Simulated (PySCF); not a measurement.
**Re3: other spin states and a change of charge**

How does Re3 respond at fixed geometry? The runs cover other spin states and a change of charge. The structure is generated, not taken from experiment.

Computed with PySCF 2.14.0. Level: B3LYP, Re def2-SVP with ECP60; scalar-relativistic core potentials, no spin–orbit coupling.

2 further runs of the same task are left out: 2 for a known fault of the program.

## 1. Where the work starts

3 atoms, charge 0, spin multiplicity 4.

Bond lengths: Re1–Re2 2.198 Å, Re1–Re3 2.199 Å. Angles: Re2–Re1–Re3 73.6°.

Coordinates:

```xyz
3

Re    1.17345   -0.01708    0.00000
Re   -0.56731    1.32569    0.00000
Re   -0.60613   -1.30860    0.00000
```

An earlier session relaxed this geometry at B3LYP, Re def2-SVP with ECP60 (quartet, point group C2v).

Its energy there is -234.740198 Eh.

## 2. Multiplicity 2 at the relaxed geometry

run.py (the lines that set the calculation)

```python
mol = gto.M(atom='''
Re     1.17345    -0.01708     0.00000
Re    -0.56731     1.32569     0.00000
Re    -0.60613    -1.30860     0.00000''',
    basis={'Re': 'def2-SVP'},
    ecp={'Re': 'def2-SVP'},
    charge=0, spin=1)
mf = dft.UKS(mol, xc='B3LYP')
mf.grids.atom_grid = (50, 194)
mf = mf.density_fit()  # fitting sets: Re def2-universal-JKFIT
mf.conv_tol = 1e-08; mf.max_cycle = 55
mf.kernel(dm0)  # dm0: free metal ions and neutral atoms
```

Launch:

```console
$ OMP_NUM_THREADS=2 python run.py
```

Standard output:

```text
init E= -234.267785873294
  HOMO = -0.189946689985  LUMO = -0.17644191782  gap/eV = 0.36748
cycle= 1 E= -234.566173381506  delta_E= -0.298  |g|= 0.588  |ddm|= 3.03
  HOMO = -0.0613915421879  LUMO = -0.0546327269851  gap/eV = 0.18392
cycle= 2 E= -233.545265055613  delta_E= 1.02  |g|=  1.6  |ddm|= 3.77
  HOMO = -0.152779157775  LUMO = -0.133174746514  gap/eV = 0.53346
cycle= 3 E= -233.932004201895  delta_E= -0.387  |g|= 1.35  |ddm|= 3.37
  HOMO = -0.158892142792  LUMO = -0.129463346075  gap/eV = 0.80080
cycle= 4 E= -234.704474448494  delta_E= -0.772  |g|= 0.135  |ddm|= 1.14
  HOMO = -0.142407332496  LUMO = -0.107437849984  gap/eV = 0.95157
cycle= 5 E= -234.713113826262  delta_E= -0.00864  |g|= 0.0659  |ddm|= 0.482
  HOMO = -0.154670692619  LUMO = -0.110851820204  gap/eV = 1.19237
cycle= 6 E= -234.70240841402  delta_E= 0.0107  |g|= 0.176  |ddm|= 0.24
  HOMO = -0.155836707163  LUMO = -0.111304567225  gap/eV = 1.21178
cycle= 7 E= -234.715656624947  delta_E= -0.0132  |g|= 0.0259  |ddm|= 0.172
  HOMO = -0.158908379156  LUMO = -0.112077418465  gap/eV = 1.27434
cycle= 8 E= -234.716287497724  delta_E= -0.000631  |g|= 0.0109  |ddm|= 0.0884
  HOMO = -0.160244972279  LUMO = -0.112579489213  gap/eV = 1.29704
cycle= 9 E= -234.716695451701  delta_E= -0.000408  |g|= 0.00767  |ddm|= 0.0822
  HOMO = -0.161002021616  LUMO = -0.112750059524  gap/eV = 1.31300
cycle= 10 E= -234.717154797702  delta_E= -0.000459  |g|= 0.00751  |ddm|= 0.0965
  HOMO = -0.161133380124  LUMO = -0.112794555481  gap/eV = 1.31537
...
cycle= 48 E= -234.719211623159  delta_E= -1.46e-05  |g|= 0.003  |ddm|= 0.0262
  HOMO = -0.162213614289  LUMO = -0.015400198658  gap/eV = 3.99500
cycle= 49 E= -234.719227330967  delta_E= -1.57e-05  |g|= 0.00382  |ddm|= 0.0294
  HOMO = -0.162707302104  LUMO = -0.0150623592613  gap/eV = 4.01762
cycle= 50 E= -234.719264163158  delta_E= -3.68e-05  |g|= 0.00533  |ddm|= 0.068
  HOMO = -0.162698802732  LUMO = -0.0149331742943  gap/eV = 4.02091
cycle= 51 E= -234.719273038078  delta_E= -8.87e-06  |g|= 0.00598  |ddm|= 0.0551
  HOMO = -0.163054862467  LUMO = -0.0147529555334  gap/eV = 4.03550
cycle= 52 E= -234.719281770302  delta_E= -8.73e-06  |g|= 0.0072  |ddm|= 0.0636
  HOMO = -0.162837098499  LUMO = -0.01490173619  gap/eV = 4.02553
cycle= 53 E= -234.719302191977  delta_E= -2.04e-05  |g|= 0.00423  |ddm|= 0.0293
  HOMO = -0.16289320656  LUMO = -0.0148516772295  gap/eV = 4.02842
cycle= 54 E= -234.719314161944  delta_E= -1.2e-05  |g|= 0.00328  |ddm|= 0.0328
  HOMO = -0.162733303159  LUMO = -0.0149646207872  gap/eV = 4.02099
cycle= 55 E= -234.719323631611  delta_E= -9.47e-06  |g|= 0.00171  |ddm|= 0.0161
SCF not converged.
  HOMO = -0.162780649714  LUMO = -0.114907630527  gap/eV = 1.30269
macro= 0  E= -234.719353324761  delta_E= -2.96931e-05  |g|= 0.00138768  2 KF 10 JK
macro= 1  E= -234.719353397157  delta_E= -7.23962e-08  |g|= 9.02062e-05  2 KF 14 JK
macro= 2  E= -234.719353397158  delta_E= -9.66338e-13  |g|= 3.393e-05  1 KF 2 JK
macro X = 3  E=-234.719353397158  |g|= 3.393e-05  total 6 KF 30 JK
converged SCF energy = -234.719353397158  <S^2> = 1.4022665  2S+1 = 2.5708104
```

It took 31 s on 2 threads of Arm Neoverse V2, shared host.

Result: E = -234.719353 Eh (+0.567 eV from the relaxed state), HOMO -4.43 eV, LUMO -3.13 eV (over both spins), ⟨S²⟩ = 1.402, Mulliken charge on Re1 +0.18 e. The state is spin-contaminated.

## 3. Multiplicity 6 at the relaxed geometry

run.py (the lines that set the calculation), as its differences from that of step 2:

```diff
@@ -6,3 +6,3 @@
     ecp={'Re': 'def2-SVP'},
-    charge=0, spin=1)
+    charge=0, spin=5)
 mf = dft.UKS(mol, xc='B3LYP')
```

Launch:

```console
$ OMP_NUM_THREADS=2 python run.py
```

Standard output:

```text
init E= -234.052204937733
cycle= 1 E= -234.515262384438  delta_E= -0.463  |g|= 0.649  |ddm|= 2.92
cycle= 2 E= -232.37055711342  delta_E= 2.14  |g|= 2.17  |ddm|= 4.17
  HOMO = -0.115581615902  LUMO = -0.109772542386  gap/eV = 0.15807
cycle= 3 E= -233.646810913306  delta_E= -1.28  |g|= 1.54  |ddm|= 3.67
  HOMO = -0.136264837394  LUMO = -0.128170752936  gap/eV = 0.22025
cycle= 4 E= -234.704621408738  delta_E= -1.06  |g|= 0.104  |ddm|= 1.59
  HOMO = -0.124969224422  LUMO = -0.113414522771  gap/eV = 0.31442
cycle= 5 E= -234.711062541916  delta_E= -0.00644  |g|= 0.0707  |ddm|= 0.469
  HOMO = -0.137844907406  LUMO = -0.118039018607  gap/eV = 0.53895
cycle= 6 E= -234.713539531807  delta_E= -0.00248  |g|= 0.0346  |ddm|= 0.154
  HOMO = -0.139409845072  LUMO = -0.118680832833  gap/eV = 0.56407
cycle= 7 E= -234.712603557495  delta_E= 0.000936  |g|= 0.0591  |ddm|= 0.0788
  HOMO = -0.141926031035  LUMO = -0.119699435106  gap/eV = 0.60482
cycle= 8 E= -234.714485331943  delta_E= -0.00188  |g|= 0.0097  |ddm|= 0.0817
  HOMO = -0.144061878728  LUMO = -0.120398576318  gap/eV = 0.64391
cycle= 9 E= -234.714706051217  delta_E= -0.000221  |g|= 0.0052  |ddm|= 0.0741
  HOMO = -0.14502286803  LUMO = -0.12097510484  gap/eV = 0.65437
cycle= 10 E= -234.714766239557  delta_E= -6.02e-05  |g|= 0.00247  |ddm|= 0.0347
  HOMO = -0.144806799551  LUMO = -0.120887251976  gap/eV = 0.65088
cycle= 11 E= -234.71479242232  delta_E= -2.62e-05  |g|= 0.0012  |ddm|= 0.0229
  HOMO = -0.144886642595  LUMO = -0.120972003779  gap/eV = 0.65075
cycle= 12 E= -234.714802091233  delta_E= -9.67e-06  |g|= 0.000567  |ddm|= 0.0148
  HOMO = -0.144742000134  LUMO = -0.120926308021  gap/eV = 0.64806
cycle= 13 E= -234.714806358739  delta_E= -4.27e-06  |g|= 0.000308  |ddm|= 0.0154
  HOMO = -0.144728651319  LUMO = -0.120928756287  gap/eV = 0.64763
cycle= 14 E= -234.71480680458  delta_E= -4.46e-07  |g|= 6.4e-05  |ddm|= 0.00513
  HOMO = -0.144730551789  LUMO = -0.120929313149  gap/eV = 0.64766
cycle= 15 E= -234.714806862389  delta_E= -5.78e-08  |g|= 3.03e-05  |ddm|= 0.00195
  HOMO = -0.144731697047  LUMO = -0.120930765006  gap/eV = 0.64766
cycle= 16 E= -234.71480687376  delta_E= -1.14e-08  |g|= 1.82e-05  |ddm|= 0.000962
  HOMO = -0.144734440355  LUMO = -0.120932809298  gap/eV = 0.64768
cycle= 17 E= -234.714806874999  delta_E= -1.24e-09  |g|= 7.51e-06  |ddm|= 0.00025
  HOMO = -0.14473311328  LUMO = -0.12093260423  gap/eV = 0.64764
Extra cycle  E= -234.714806875057  delta_E= -5.81e-11  |g|= 1.78e-05  |ddm|= 5.83e-05
converged SCF energy = -234.714806875057  <S^2> = 8.863585  2S+1 = 6.037743
```

Run time: 2.6 s. Hardware: 2 threads of Arm Neoverse V2, shared host.

Read off: E = -234.714807 Eh (+0.691 eV from the relaxed state), HOMO -3.94 eV, LUMO -3.29 eV (over both spins), ⟨S²⟩ = 8.864, Mulliken charge on Re1 -0.05 e. 

## 4. One electron removed, multiplicity 3

run.py (the lines that set the calculation), as its differences from that of step 3:

```diff
@@ -6,3 +6,3 @@
     ecp={'Re': 'def2-SVP'},
-    charge=0, spin=5)
+    charge=1, spin=2)
 mf = dft.UKS(mol, xc='B3LYP')
@@ -11,2 +11,2 @@
 mf.conv_tol = 1e-08; mf.max_cycle = 55
-mf.kernel(dm0)  # dm0: free metal ions and neutral atoms
+mf.kernel(dm0)  # dm0: the density of the relaxed state
```

Launch:

```console
$ OMP_NUM_THREADS=2 python run.py
```

Standard output:

```text
init E= -234.740197939776
  HOMO = -0.167187217913  LUMO = -0.103586485396  gap/eV = 1.73066
cycle= 1 E= -234.463733107552  delta_E= 0.276  |g|= 0.226  |ddm|=  2.1
  HOMO = -0.381939883184  LUMO = -0.340811094799  gap/eV = 1.11917
cycle= 2 E= -233.88778263087  delta_E= 0.576  |g|=  1.2  |ddm|= 1.53
  HOMO = -0.384405332925  LUMO = -0.327689754402  gap/eV = 1.54331
cycle= 3 E= -234.469947652997  delta_E= -0.582  |g|= 0.275  |ddm|= 1.04
  HOMO = -0.36052384851  LUMO = -0.300833231976  gap/eV = 1.62426
cycle= 4 E= -234.502982759928  delta_E= -0.033  |g|= 0.0301  |ddm|= 0.377
  HOMO = -0.35279300475  LUMO = -0.290134530358  gap/eV = 1.70502
cycle= 5 E= -234.504030056797  delta_E= -0.00105  |g|= 0.0285  |ddm|= 0.107
  HOMO = -0.352030123779  LUMO = -0.288762787733  gap/eV = 1.72159
cycle= 6 E= -234.502672960948  delta_E= 0.00136  |g|= 0.0643  |ddm|= 0.0927
  HOMO = -0.351323530018  LUMO = -0.287227679484  gap/eV = 1.74414
cycle= 7 E= -234.50490752061  delta_E= -0.00223  |g|= 0.00653  |ddm|= 0.0757
  HOMO = -0.350145951674  LUMO = -0.285232838014  gap/eV = 1.76638
cycle= 8 E= -234.505218581479  delta_E= -0.000311  |g|= 0.00374  |ddm|= 0.0779
  HOMO = -0.350013875659  LUMO = -0.28478990919  gap/eV = 1.77483
cycle= 9 E= -234.505280991892  delta_E= -6.24e-05  |g|= 0.00211  |ddm|= 0.0305
  HOMO = -0.349918563544  LUMO = -0.284797046844  gap/eV = 1.77205
cycle= 10 E= -234.505313615004  delta_E= -3.26e-05  |g|= 0.00129  |ddm|= 0.0221
  HOMO = -0.349645627362  LUMO = -0.284413668939  gap/eV = 1.77505
cycle= 11 E= -234.505331413747  delta_E= -1.78e-05  |g|= 0.000561  |ddm|= 0.0234
  HOMO = -0.349589710488  LUMO = -0.28438312058  gap/eV = 1.77436
cycle= 12 E= -234.505333709264  delta_E= -2.3e-06  |g|= 0.000278  |ddm|= 0.00775
  HOMO = -0.3495354791  LUMO = -0.284346142675  gap/eV = 1.77389
cycle= 13 E= -234.505334339026  delta_E= -6.3e-07  |g|= 0.000165  |ddm|= 0.00484
  HOMO = -0.349527678905  LUMO = -0.284356662516  gap/eV = 1.77339
cycle= 14 E= -234.50533447732  delta_E= -1.38e-07  |g|= 7e-05  |ddm|= 0.00227
  HOMO = -0.349524595763  LUMO = -0.284365252685  gap/eV = 1.77308
cycle= 15 E= -234.505334532628  delta_E= -5.53e-08  |g|= 4.96e-05  |ddm|= 0.0021
  HOMO = -0.349522394192  LUMO = -0.284366479305  gap/eV = 1.77298
cycle= 16 E= -234.505334536625  delta_E= -4e-09  |g|= 2.48e-05  |ddm|= 0.00039
  HOMO = -0.349525496701  LUMO = -0.284371690103  gap/eV = 1.77293
Extra cycle  E= -234.50533453197  delta_E= 4.66e-09  |g|= 0.000114  |ddm|= 0.000195
converged SCF energy = -234.50533453197  <S^2> = 2.7537807  2S+1 = 3.4662837
```

It took 2.5 s on 2 threads of Arm Neoverse V2, shared host.

It gives: E = -234.505335 Eh (+6.391 eV from the relaxed state), HOMO -9.51 eV, LUMO -8.09 eV (over both spins), ⟨S²⟩ = 2.754, Mulliken charge on Re1 +0.51 e. The state is spin-contaminated.

## 5. One electron removed, multiplicity 5

run.py (the lines that set the calculation), as its differences from that of step 4:

```diff
@@ -6,3 +6,3 @@
     ecp={'Re': 'def2-SVP'},
-    charge=1, spin=2)
+    charge=1, spin=4)
 mf = dft.UKS(mol, xc='B3LYP')
```

Launch:

```console
$ OMP_NUM_THREADS=2 python run.py
```

Standard output:

```text
init E= -234.740197939776
  HOMO = -0.173694492977  LUMO = -0.167187217913  gap/eV = 0.17707
cycle= 1 E= -234.486283846002  delta_E= 0.254  |g|= 0.148  |ddm|= 1.42
  HOMO = -0.38511027144  LUMO = -0.352195618615  gap/eV = 0.89565
cycle= 2 E= -234.411184747457  delta_E= 0.0751  |g|= 0.471  |ddm|= 1.39
  HOMO = -0.386731169453  LUMO = -0.324018836002  gap/eV = 1.70649
cycle= 3 E= -234.471785293402  delta_E= -0.0606  |g|= 0.293  |ddm|= 0.564
  HOMO = -0.365400794836  LUMO = -0.311296755181  gap/eV = 1.47225
cycle= 4 E= -234.507739665129  delta_E= -0.036  |g|= 0.0318  |ddm|= 0.343
  HOMO = -0.359147645004  LUMO = -0.302251141912  gap/eV = 1.54823
cycle= 5 E= -234.508377487284  delta_E= -0.000638  |g|= 0.0149  |ddm|= 0.0712
  HOMO = -0.357265721003  LUMO = -0.299491767936  gap/eV = 1.57211
cycle= 6 E= -234.508544152198  delta_E= -0.000167  |g|= 0.00584  |ddm|= 0.0457
  HOMO = -0.357118504679  LUMO = -0.29897628519  gap/eV = 1.58213
cycle= 7 E= -234.508480861412  delta_E= 6.33e-05  |g|= 0.0152  |ddm|= 0.0276
  HOMO = -0.356975680204  LUMO = -0.29853570953  gap/eV = 1.59023
cycle= 8 E= -234.508612690221  delta_E= -0.000132  |g|= 0.00251  |ddm|= 0.0244
  HOMO = -0.356584631325  LUMO = -0.298063508828  gap/eV = 1.59244
cycle= 9 E= -234.508633802831  delta_E= -2.11e-05  |g|= 0.000902  |ddm|= 0.0225
  HOMO = -0.356387021988  LUMO = -0.297897075235  gap/eV = 1.59159
cycle= 10 E= -234.508644313195  delta_E= -1.05e-05  |g|= 0.000496  |ddm|= 0.0185
  HOMO = -0.356250638283  LUMO = -0.297896683662  gap/eV = 1.58789
cycle= 11 E= -234.508647385922  delta_E= -3.07e-06  |g|= 0.000184  |ddm|= 0.0124
  HOMO = -0.356223890331  LUMO = -0.297903341677  gap/eV = 1.58698
cycle= 12 E= -234.508647618371  delta_E= -2.32e-07  |g|= 5.3e-05  |ddm|= 0.00405
  HOMO = -0.356204075628  LUMO = -0.2978989162  gap/eV = 1.58656
cycle= 13 E= -234.508647638717  delta_E= -2.03e-08  |g|= 2.25e-05  |ddm|= 0.00119
  HOMO = -0.356199366217  LUMO = -0.297900061921  gap/eV = 1.58640
cycle= 14 E= -234.508647641164  delta_E= -2.45e-09  |g|= 2.29e-05  |ddm|= 0.000311
  HOMO = -0.356204343893  LUMO = -0.29790055993  gap/eV = 1.58653
Extra cycle  E= -234.508647633995  delta_E= 7.17e-09  |g|= 0.000137  |ddm|= 0.000157
converged SCF energy = -234.508647633995  <S^2> = 6.1748465  2S+1 = 5.0694562
```

Wall time 2.3 s (2 threads of Arm Neoverse V2, shared host).

It gives: E = -234.508648 Eh (+6.301 eV from the relaxed state), HOMO -9.69 eV, LUMO -8.11 eV (over both spins), ⟨S²⟩ = 6.175, Mulliken charge on Re1 +0.23 e. 

## 6. One electron added, multiplicity 3

run.py (the lines that set the calculation), as its differences from that of step 5:

```diff
@@ -6,3 +6,3 @@
     ecp={'Re': 'def2-SVP'},
-    charge=1, spin=4)
+    charge=-1, spin=2)
 mf = dft.UKS(mol, xc='B3LYP')
```

Launch:

```console
$ OMP_NUM_THREADS=2 python run.py
```

Standard output:

```text
init E= -234.740197939776
  HOMO = -0.103586485396  LUMO = -0.0898973294373  gap/eV = 0.37250
cycle= 1 E= -234.770899071983  delta_E= -0.0307  |g|= 0.107  |ddm|= 1.38
  HOMO = 0.0405196972855  LUMO = 0.0997754913654  gap/eV = 1.61243
cycle= 2 E= -234.731058598741  delta_E= 0.0398  |g|= 0.315  |ddm|= 2.16
  HOMO = 0.0213635921408  LUMO = 0.0751380419258  gap/eV = 1.46328
cycle= 3 E= -234.784054539434  delta_E= -0.053  |g|= 0.0822  |ddm|= 1.02
  HOMO = 0.0168313212819  LUMO = 0.0731510276853  gap/eV = 1.53254
cycle= 4 E= -234.781532510814  delta_E= 0.00252  |g|= 0.123  |ddm|= 0.17
  HOMO = 0.0121436418492  LUMO = 0.0675308885395  gap/eV = 1.50716
cycle= 5 E= -234.787798861985  delta_E= -0.00627  |g|= 0.0222  |ddm|= 0.133
  HOMO = 0.00841861158794  LUMO = 0.0648555218469  gap/eV = 1.53573
cycle= 6 E= -234.788179475314  delta_E= -0.000381  |g|= 0.00557  |ddm|= 0.0907
  HOMO = 0.0079165141849  LUMO = 0.0646683743464  gap/eV = 1.54430
cycle= 7 E= -234.788100653494  delta_E= 7.88e-05  |g|= 0.0169  |ddm|= 0.0308
  HOMO = 0.00723552031484  LUMO = 0.0644922461729  gap/eV = 1.55803
cycle= 8 E= -234.788273382806  delta_E= -0.000173  |g|= 0.00158  |ddm|= 0.0407
  HOMO = 0.00714379554285  LUMO = 0.0646268064999  gap/eV = 1.56419
cycle= 9 E= -234.788284164333  delta_E= -1.08e-05  |g|= 0.00107  |ddm|= 0.0184
  HOMO = 0.00698699804392  LUMO = 0.0645542489317  gap/eV = 1.56648
cycle= 10 E= -234.788289478246  delta_E= -5.31e-06  |g|= 0.000379  |ddm|= 0.0187
  HOMO = 0.00697793872362  LUMO = 0.0645571966285  gap/eV = 1.56681
cycle= 11 E= -234.78829093945  delta_E= -1.46e-06  |g|= 0.000236  |ddm|= 0.00878
  HOMO = 0.00697415057343  LUMO = 0.0645436999359  gap/eV = 1.56655
cycle= 12 E= -234.788291678371  delta_E= -7.39e-07  |g|= 0.000187  |ddm|= 0.00583
  HOMO = 0.00695404680778  LUMO = 0.0645450557643  gap/eV = 1.56713
cycle= 13 E= -234.78829259092  delta_E= -9.13e-07  |g|= 0.000101  |ddm|= 0.0108
  HOMO = 0.00694305160992  LUMO = 0.0645433382181  gap/eV = 1.56738
cycle= 14 E= -234.788292865356  delta_E= -2.74e-07  |g|= 0.000102  |ddm|= 0.00609
  HOMO = 0.006933769522  LUMO = 0.0645403019856  gap/eV = 1.56755
cycle= 15 E= -234.788292948563  delta_E= -8.32e-08  |g|= 4.94e-05  |ddm|= 0.00344
  HOMO = 0.00693321386914  LUMO = 0.0645417968971  gap/eV = 1.56761
cycle= 16 E= -234.788292972639  delta_E= -2.41e-08  |g|= 5.36e-05  |ddm|= 0.00229
  HOMO = 0.00693297071094  LUMO = 0.0645445931898  gap/eV = 1.56769
cycle= 17 E= -234.788292976273  delta_E= -3.63e-09  |g|= 1.39e-05  |ddm|= 0.000265
  HOMO = 0.00693055448753  LUMO = 0.064542579509  gap/eV = 1.56770
Extra cycle  E= -234.788292976801  delta_E= -5.28e-10  |g|= 4.04e-05  |ddm|= 0.000182
converged SCF energy = -234.788292976801  <S^2> = 2.462121  2S+1 = 3.2937037
```

It took 2.7 s on 2 threads of Arm Neoverse V2, shared host.

It gives: E = -234.788293 Eh (-1.309 eV from the relaxed state), HOMO 0.19 eV, LUMO 1.39 eV (over both spins), ⟨S²⟩ = 2.462, Mulliken charge on Re1 -0.30 e. The state is spin-contaminated. The highest filled level lies above zero; it isn't the detachment energy.

## 7. One electron added, multiplicity 5

run.py (the lines that set the calculation), as its differences from that of step 6:

```diff
@@ -6,3 +6,3 @@
     ecp={'Re': 'def2-SVP'},
-    charge=-1, spin=2)
+    charge=-1, spin=4)
 mf = dft.UKS(mol, xc='B3LYP')
```

Launch:

```console
$ OMP_NUM_THREADS=2 python run.py
```

Standard output:

```text
init E= -234.740197939776
  HOMO = -0.105454803955  LUMO = -0.103586485396  gap/eV = 0.05084
cycle= 1 E= -234.757482387649  delta_E= -0.0173  |g|= 0.187  |ddm|= 1.03
  HOMO = 0.073182790458  LUMO = 0.085983558183  gap/eV = 0.34833
cycle= 2 E= -234.318680755507  delta_E= 0.439  |g|= 1.02  |ddm|= 3.58
  HOMO = 0.0375162803939  LUMO = 0.0695389997483  gap/eV = 0.87138
cycle= 3 E= -234.756818062744  delta_E= -0.438  |g|= 0.252  |ddm|= 2.15
  HOMO = 0.0222476886906  LUMO = 0.0585092376871  gap/eV = 0.98673
cycle= 4 E= -234.786882478434  delta_E= -0.0301  |g|= 0.0581  |ddm|= 0.565
  HOMO = 0.0143708934325  LUMO = 0.0553622087003  gap/eV = 1.11543
cycle= 5 E= -234.78851307152  delta_E= -0.00163  |g|= 0.0262  |ddm|= 0.16
  HOMO = 0.0106632987741  LUMO = 0.0535463331745  gap/eV = 1.16691
cycle= 6 E= -234.789013939266  delta_E= -0.000501  |g|= 0.00951  |ddm|= 0.114
  HOMO = 0.00944638787852  LUMO = 0.0534349959149  gap/eV = 1.19699
cycle= 7 E= -234.789035673158  delta_E= -2.17e-05  |g|= 0.0171  |ddm|= 0.0593
  HOMO = 0.00893262521317  LUMO = 0.0533769300877  gap/eV = 1.20939
cycle= 8 E= -234.789211358145  delta_E= -0.000176  |g|= 0.00694  |ddm|= 0.0339
  HOMO = 0.00763017820834  LUMO = 0.053119625582  gap/eV = 1.23783
cycle= 9 E= -234.789349342532  delta_E= -0.000138  |g|= 0.00232  |ddm|= 0.0787
  HOMO = 0.00739860989635  LUMO = 0.0534201113333  gap/eV = 1.25231
cycle= 10 E= -234.789400330087  delta_E= -5.1e-05  |g|= 0.000957  |ddm|= 0.0558
  HOMO = 0.00725792607536  LUMO = 0.0533347177317  gap/eV = 1.25381
cycle= 11 E= -234.789406255388  delta_E= -5.93e-06  |g|= 0.000439  |ddm|= 0.0141
  HOMO = 0.00723286508958  LUMO = 0.0533295171009  gap/eV = 1.25435
cycle= 12 E= -234.789407790349  delta_E= -1.53e-06  |g|= 0.000187  |ddm|= 0.00656
  HOMO = 0.00724970076567  LUMO = 0.053338145748  gap/eV = 1.25413
cycle= 13 E= -234.789408089542  delta_E= -2.99e-07  |g|= 0.000145  |ddm|= 0.00271
  HOMO = 0.00725685348439  LUMO = 0.0533407229358  gap/eV = 1.25401
cycle= 14 E= -234.789408132925  delta_E= -4.34e-08  |g|= 0.000137  |ddm|= 0.00111
  HOMO = 0.00723984347602  LUMO = 0.0533372977281  gap/eV = 1.25438
cycle= 15 E= -234.789408158314  delta_E= -2.54e-08  |g|= 4.07e-05  |ddm|= 0.00104
  HOMO = 0.00724349393964  LUMO = 0.0533387125215  gap/eV = 1.25431
cycle= 16 E= -234.789408162871  delta_E= -4.56e-09  |g|= 2.53e-05  |ddm|= 0.000513
  HOMO = 0.00724561199873  LUMO = 0.0533394889701  gap/eV = 1.25428
Extra cycle  E= -234.789408158106  delta_E= 4.77e-09  |g|= 0.00012  |ddm|= 0.000274
converged SCF energy = -234.789408158106  <S^2> = 6.2621054  2S+1 = 5.1037654
```

It took 2.6 s on 2 threads of Arm Neoverse V2, shared host.

Result: E = -234.789408 Eh (-1.339 eV from the relaxed state), HOMO 0.20 eV, LUMO 1.45 eV (over both spins), ⟨S²⟩ = 6.262, Mulliken charge on Re1 -0.30 e. The state is spin-contaminated. The highest filled level lies above zero; it isn't the detachment energy.

## 8. Results

| state | energy from the relaxed state (eV) | ⟨S²⟩ | time |
| --- | --- | --- | --- |
| charge 0, quartet, vacuum (relaxed) | 0 | 3.96 |  |
| charge -1, quintet, vacuum | -1.34 | 6.26 | 2.6 s |
| charge -1, triplet, vacuum | -1.31 | 2.46 | 2.7 s |
| charge 0, doublet, vacuum | 0.57 | 1.40 | 31 s |
| charge 0, sextet, vacuum | 0.69 | 8.86 | 2.6 s |
| charge +1, quintet, vacuum | 6.30 | 6.17 | 2.3 s |
| charge +1, triplet, vacuum | 6.39 | 2.75 | 2.5 s |

An electron taken off or put on is at rest in vacuum. 

Removing an electron vertically costs 6.30 eV (quintet), against −HOMO = 4.55 eV. Adding an electron vertically releases 1.34 eV (quintet). The doublet lies 0.57 eV above at this geometry. The bases are small and lack diffuse functions. Spin–orbit coupling is left out for this open shell, where it can reorder the states. Open shells may have lower solutions than the one found.
